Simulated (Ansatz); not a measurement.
**C₂H₁₀Al₂Si: a ladder of functionals and wavefunction methods**

One table from this session's results is given with a row withheld; the runs are named, their logs left out.

Computed with Ansatz 0.2.0, Gaussian basis. Level: functionals in def2-TZVPP, the program's frozen cores in correlated methods.

The runs, in order: PBE-D4, r2SCAN-D4, PBE0-D4, B3LYP-D4, ωB97X-V, ωB97M-V, B2PLYP; CCSD(T)/def2-TZVPP; MP2/def2-QZVPP; extrapolation to the limit.

### The relaxed structure

The geometry comes from an earlier relaxation with PBE0-D4 in a triple-zeta def2 set; it is a stationary point, not always the lowest conformer.

SMILES `C[CH]([AlH2])[AlH][SiH3]`, 15 atoms, charge 0, spin multiplicity 1.

Atoms are counted from 1 here; the program's logs count them from 0.

Bond lengths: C1–C2 1.538 Å, C1–H6 1.095 Å, C1–H7 1.093 Å, C1–H8 1.094 Å, C2–Al3 1.944 Å, C2–Al4 1.950 Å, C2–H9 1.107 Å, Al3–H10 1.589 Å, Al3–H11 1.591 Å, Al4–Si5 2.460 Å, Al4–H12 1.593 Å, Si5–H13 1.493 Å, Si5–H14 1.493 Å, Si5–H15 1.490 Å. Angles: C2–C1–H6 113.1°, C2–C1–H7 111.1°, C2–C1–H8 112.6°, H6–C1–H7 106.6°, H6–C1–H8 106.6°, H7–C1–H8 106.5°, C1–C2–Al3 115.3°, C1–C2–Al4 114.0°, C1–C2–H9 112.3°, Al3–C2–Al4 111.8°, Al3–C2–H9 101.8°, Al4–C2–H9 99.8°, C2–Al3–H10 120.0°, C2–Al3–H11 119.6°, H10–Al3–H11 120.4°, C2–Al4–Si5 118.4°, C2–Al4–H12 119.3°, Si5–Al4–H12 122.2° and more.

Coordinates:

```xyz
15
C2H10Al2Si
C    -1.5578   -0.1629   -0.4765
C    -0.2071   -0.8812   -0.6396
Al   -0.0822   -2.6185    0.2233
Al    1.3398    0.2380   -0.2442
Si    0.9562    2.4695    0.7185
H    -1.5803    0.8228   -0.9527
H    -1.7936   -0.0048    0.5792
H    -2.3906   -0.7336   -0.8984
H     0.0082   -1.1357   -1.6952
H     1.0028   -3.6721   -0.2644
H    -1.0515   -2.9643    1.4366
H     2.8018   -0.3139   -0.5529
H     0.1945    3.3317   -0.2336
H     0.1305    2.3761    1.9590
H     2.2076    3.1983    1.0701
```

The first run:

Contents of in.yaml:

```yaml
crystal:
  periodic: [false, false, false]
  atoms:
    - {symbol: C, position_ang: [-1.557810, -0.162937, -0.476524]}
    - {symbol: C, position_ang: [-0.207132, -0.881202, -0.639566]}
    - {symbol: Al, position_ang: [-0.082237, -2.618508, 0.223319]}
    - {symbol: Al, position_ang: [1.339824, 0.238026, -0.244160]}
    - {symbol: Si, position_ang: [0.956191, 2.469526, 0.718521]}
    - {symbol: H, position_ang: [-1.580301, 0.822812, -0.952665]}
    - {symbol: H, position_ang: [-1.793567, -0.004774, 0.579210]}
    - {symbol: H, position_ang: [-2.390622, -0.733647, -0.898357]}
    - {symbol: H, position_ang: [0.008205, -1.135741, -1.695217]}
    - {symbol: H, position_ang: [1.002773, -3.672101, -0.264412]}
    - {symbol: H, position_ang: [-1.051518, -2.964301, 1.436630]}
    - {symbol: H, position_ang: [2.801832, -0.313885, -0.552910]}
    - {symbol: H, position_ang: [0.194491, 3.331668, -0.233566]}
    - {symbol: H, position_ang: [0.130467, 2.376085, 1.959009]}
    - {symbol: H, position_ang: [2.207603, 3.198280, 1.070088]}
basis:
  gaussian: {orbitals: def2-TZVPP}
hamiltonian: {xc: pbe, dispersion: d4}
output: {forces: true, orbitals: {seedname: orbitals}}
```

Command:

```bash
$ ansatz run in.yaml --threads 4 --pin off --events-out ev --progress --plain --max-ram 10444MiB
```

Among the steps run: PBE-D4 (GGA); r2SCAN-D4 (meta-GGA); PBE0-D4 (hybrid); B3LYP-D4 (hybrid); ωB97X-V (range-separated); ωB97M-V (range-separated); B2PLYP (double hybrid); CCSD(T) in def2-TZVPP; MP2 in def2-QZVPP.

One table of the session follows, with a row left open; its other results are not shown here.

```
            method  atomisation energy (kcal/mol)
            PBE-D4                         1122.8
         r2SCAN-D4                         1127.7
           PBE0-D4                         1118.7
          B3LYP-D4                         1123.3
           ωB97X-V                         1131.6
           ωB97M-V                         1126.2
            B2PLYP                              ?
     HF/def2-TZVPP                          857.3
    MP2/def2-TZVPP                         1099.0
   CCSD/def2-TZVPP                         1089.6
CCSD(T)/def2-TZVPP                         1100.9
           MP2/CBS                         1124.6
       CCSD(T)/CBS                         1126.5
```

Q: Estimate the row for B2PLYP from the others.

The run gave: atomisation energy (kcal/mol): 1108.7. In the column «atomisation energy (kcal/mol)» it lies between CCSD(T)/def2-TZVPP (1100.9) and PBE0-D4 (1118.7).

Limits of these values: Free atoms (2 C, 2 Al, 1 Si, 10 H) were run apart at each level; the atomisation energy is their sum less the molecule, without zero-point or spin-orbit terms.
